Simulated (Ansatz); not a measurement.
# C2H3AlO: the cost of one run

Program: Ansatz 0.2.0. Level of theory: RKS B3LYP-D4/def2-SVP. These are calculated values, not measurements.

## 1. Starting point

Bond lengths: O1–C2 1.346 Å, C2–C3 1.403 Å, C2–Al4 1.948 Å, C3–Al4 1.914 Å, O1–H5 0.971 Å, C3–H6 1.092 Å, Al4–H7 1.565 Å. Angles: O1–C2–C3 124.7°, O1–C2–Al4 167.9°, C3–C2–Al4 67.4°, C2–O1–H5 110.0°, C2–C3–Al4 70.0°, C2–C3–H6 125.0°, Al4–C3–H6 164.9°, C2–Al4–C3 42.6°, C2–Al4–H7 157.2°, C3–Al4–H7 160.2°.

Structure file:

```xyz
7

O    -1.7904    0.2120   -0.4217
C    -0.4467    0.1848   -0.3427
C     0.2802   -0.3901    0.7100
Al    1.4794    0.3441   -0.5877
H    -2.1781   -0.2233    0.3550
H    -0.1596   -0.8789    1.5823
H     2.8152    0.7514   -1.2952
```

## 2. End point A

input.yaml reads:

```yaml
crystal:
  periodic: [false, false, false]
  atoms:
    - { symbol: O, position_ang: [-1.79038, 0.21204, -0.42168] }
    - { symbol: C, position_ang: [-0.44674, 0.18478, -0.34271] }
    - { symbol: C, position_ang: [0.28015, -0.39012, 0.71005] }
    - { symbol: Al, position_ang: [1.47944, 0.34409, -0.58775] }
    - { symbol: H, position_ang: [-2.17812, -0.22329, 0.35499] }
    - { symbol: H, position_ang: [-0.15957, -0.87887, 1.58232] }
    - { symbol: H, position_ang: [2.81523, 0.75137, -1.29521] }
basis:
  gaussian: { orbitals: def2-SVP }
hamiltonian:
  xc: b3lyp
  dispersion: d4
relax:
  f_tol: 0.015
  max_steps: 40
```

The run is started by

```bash
> ansatz run input.yaml --threads 1 --pin off --max-ram 2048MiB --backend cpu --events-out ev --progress --plain --runs-dir out
```

What time and memory should one allow on 1 thread of AMD EPYC 7R43 (Zen 3), shared host?

About 29 s, with a peak of 0.15 GiB.
